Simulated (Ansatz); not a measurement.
**Si3H8 (trisilane) at HF/6-31G(d) (spherical functions)**

Aim: the electronic atomisation energy of Si3H8 (trisilane) at HF/6-31G* (spherical functions), from 3 runs. 

The results are computed with Ansatz 0.2.0.

34 further runs of the same task are left out: 34 set aside as unsound or not needed.

## (1) Starting point

Si3H8: 11 atoms, total charge 0, spin state singlet. As SMILES, `[SiH3][SiH2][SiH3]`. The shape is that of a PBE0-D4/def2-TZVP optimisation.

Bond lengths: Si1–Si2 2.338 Å, Si2–Si3 2.338 Å, Si1–H4 1.488 Å, Si1–H5 1.488 Å, Si1–H6 1.488 Å, Si2–H7 1.490 Å, Si2–H8 1.490 Å, Si3–H9 1.488 Å, Si3–H10 1.488 Å, Si3–H11 1.488 Å. Some angles: Si1–Si2–Si3 110.4°, Si1–Si2–H7 109.6°, Si1–Si2–H8 109.6°, Si3–Si2–H7 109.6°, Si3–Si2–H8 109.6°, Si2–Si1–H4 111.2°, Si2–Si1–H5 109.8°, Si2–Si1–H6 109.8°, Si2–Si3–H9 109.8°, Si2–Si3–H10 109.8°.

## (2) The energy at HF/6-31G(d) (spherical functions)

run.yaml

```yaml
crystal:
  periodic: [false, false, false]
  atoms:
    - {symbol: Si, position_ang: [-1.292570, 1.366730, -0.525270]}
    - {symbol: Si, position_ang: [-0.462570, -0.807300, -0.296320]}
    - {symbol: Si, position_ang: [1.631930, -0.774400, 0.742750]}
    - {symbol: H, position_ang: [-2.625850, 1.367720, -1.185120]}
    - {symbol: H, position_ang: [-0.354030, 2.180440, -1.344070]}
    - {symbol: H, position_ang: [-1.422540, 2.000090, 0.814640]}
    - {symbol: H, position_ang: [-0.343400, -1.440160, -1.640160]}
    - {symbol: H, position_ang: [-1.410380, -1.620800, 0.516390]}
    - {symbol: H, position_ang: [1.515950, -0.154940, 2.090430]}
    - {symbol: H, position_ang: [2.583820, 0.031780, -0.068050]}
    - {symbol: H, position_ang: [2.179610, -2.149160, 0.894770]}
basis:
  gaussian:
    orbitals: 6-31G_st_-spherical.json
hamiltonian:
  xc: hf
accuracy: high
output:
  orbitals: {seedname: orbitals}
```

The basis set 6-31G* is read from a file made from the Basis Set Exchange's data (not shown).

Run with:

```
$ ansatz run run.yaml --threads 1 --pin off --max-ram 3480MiB --events-out events.jsonl --progress --plain --runs-dir runs
```

Log:

```text
Warning: RAYON_NUM_THREADS=1 ignored (pool sized by the plan → 1); use --threads N
Functional definition: HF
  name "HF"
  exchange = exact_x
  correlation = 0
1621 factors; integrals over basis functions are off by at most 3.4e-9 eV
mean field evaluation 1: about -23710.0516 eV, gradient 1.4e1 eV
mean field evaluation 2: about -23710.1762 eV, gradient 1.5e1 eV
mean field evaluation 4: about -23711.5226 eV, gradient 5.7e-1 eV
mean field evaluation 8: about -23711.5257 eV, gradient 9.7e-5 eV
mean field -23711.52573366 eV, -871.3824984625 hartree, gradient 4.6e-8 eV, S^2 0.000000; 0 other end points of the search recorded, 0 dependent functions left out
reference -23711.52573366 eV, -871.3824984625 hartree; 25, 25 occupied and 45, 45 virtual orbitals, 1621 factors
Total energy: -23711.52573366 eV, -871.3824984625 hartree
```

It took 1.1 s on 1 thread of AMD EPYC 9R45 (Zen 5), shared host; peak memory 0.18 GiB.

## (3) The H atom

in.yaml

```yaml
crystal:
  periodic: [false, false, false]
  atoms:
    - {symbol: H, position_ang: [0.000000, 0.000000, 0.000000]}
basis:
  gaussian: {orbitals: "6-31G*"}
magnetization: {spin_polarized: true, initial_magnetization: 1}
hamiltonian: {xc: hf}
accuracy: high
```

Run with:

```
$ ansatz run in.yaml --threads 1 --pin off --max-ram 3480MiB --events-out events.jsonl --progress --plain --runs-dir runs
```

Log:

```text
Warning: RAYON_NUM_THREADS=1 ignored (pool sized by the plan → 1); use --threads N
[... 4 set-up lines as earlier in the session ...]
3 factors; integrals over basis functions are off by at most 5.4e-10 eV
mean field evaluation 1: about -13.5385 eV, gradient 1.4e0 eV
mean field evaluation 2: about -13.5385 eV, gradient 1.4e0 eV
mean field evaluation 4: about -13.5577 eV, gradient 3.5e-5 eV
mean field evaluation 8: about -13.5576 eV, gradient 2.4e-12 eV
mean field -13.55760813 eV, -0.4982329092 hartree, gradient 4.4e-8 eV, S^2 0.750000; 0 other end points of the search recorded, 0 dependent functions left out
reference -13.55760813 eV, -0.4982329092 hartree; 1, 0 occupied and 1, 2 virtual orbitals, 3 factors
Total energy: -13.55760813 eV, -0.4982329092 hartree
```

Run time: 0.02 s. Hardware: 1 thread of AMD EPYC 9R45 (Zen 5), shared host.

## (4) The Si atom at the same level

run.yaml

```yaml
crystal:
  periodic: [false, false, false]
  atoms:
    - {symbol: Si, position_ang: [0.000000, 0.000000, 0.000000]}
basis:
  gaussian:
    orbitals: 6-31G_st_-spherical.json
magnetization:
  spin_polarized: true
  initial_magnetization: 2
hamiltonian:
  xc: hf
accuracy: high
```

The basis set 6-31G* is read from a file made from the Basis Set Exchange's data (not shown).

Run the same way, it converges to -288.83101 Eh (log not shown).

## (5) Summary of results

Level: HF/6-31G* (spherical functions).

| quantity | value |
| --- | --- |
| molecule: total energy | -871.38250 Eh |
| molecule: HOMO energy | -10.47 eV |
| molecule: LUMO energy | 3.26 eV |
| molecule: HOMO–LUMO gap | 13.74 eV |
| H atom: total energy | -0.49823 Eh |
| H atom: ⟨S²⟩ | 0.750 |
| Si atom: total energy | -288.83101 Eh |
| Si atom: ⟨S²⟩ | 2.006 |
| electronic atomisation energy | 24.588 eV |

What this shows: Taking the molecule apart into free atoms costs 24.59 eV (2372 kJ/mol), before zero-point energy and without spin-orbit coupling. Hartree–Fock lacks the correlation of the bonding pairs, which as a rule makes this value much too low; in minimal bases other errors can mask that.
